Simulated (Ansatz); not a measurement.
# Cl2GaH3O: the cost of one run

Program: Ansatz 0.2.0. Level of theory: RKS LDA/def2-SVP. These are calculated values, not measurements.

## (1) The structure to begin with

Bond lengths: Ga1–Cl2 2.590 Å, Ga1–Cl3 2.240 Å, Ga1–H4 1.570 Å, Ga1–O5 2.090 Å, O5–H6 1.010 Å. Angles: Cl2–Ga1–Cl3 120.0°, Cl2–Ga1–H4 120.0°, Cl2–Ga1–O5 71.6°, Cl3–Ga1–H4 120.0°, Cl3–Ga1–O5 88.6°, H4–Ga1–O5 109.9°, Ga1–O5–H6 109.5°.

Coordinates:

```xyz
7

Ga    0.0000    0.0000    0.0000
Cl    0.0000    0.0000    2.5900
Cl    1.9398    0.0000   -1.1200
H    -1.3596    0.0000   -0.7850
O     0.4396   -1.9341    0.6590
H    -0.1933   -2.5903    0.2244
H     0.3140   -1.3815    1.8346
```

## (2) A restrained relaxation towards end A

Springs on the bonds that form and break draw the guess towards this end; the thresholds are loose.

input.yaml

```yaml
crystal:
  periodic: [false, false, false]
  atoms:
    - { symbol: Ga, position_ang: [0.0, 0.0, 0.0] }
    - { symbol: Cl, position_ang: [0.0, 0.0, 2.59] }
    - { symbol: Cl, position_ang: [1.9398, 0.0, -1.12] }
    - { symbol: H, position_ang: [-1.3596, 0.0, -0.785] }
    - { symbol: O, position_ang: [0.4396, -1.9341, 0.659] }
    - { symbol: H, position_ang: [-0.1933, -2.5903, 0.2244] }
    - { symbol: H, position_ang: [0.314, -1.3815, 1.8346] }
basis:
  gaussian: { orbitals: def2-SVP }
hamiltonian:
  xc: lda
relax:
  f_tol: 0.15
  max_steps: 25
  restrain:
    - { distance: [0, 4], at: 2.99, k: 30.0 }
    - { distance: [6, 1], at: 2.57, k: 30.0 }
    - { distance: [0, 1], at: 2.24, k: 30.0 }
    - { distance: [6, 4], at: 1.01, k: 30.0 }
output:
  orbitals: {}
```

Started as:

```
ansatz run input.yaml --threads 2 --pin off --max-ram 3072MiB --backend cpu --events-out ev --progress --plain --runs-dir out
```

What time and memory should one allow on 2 threads of AMD EPYC 7R43 (Zen 3), shared host?

About 18 s, with a peak of 0.16 GiB.
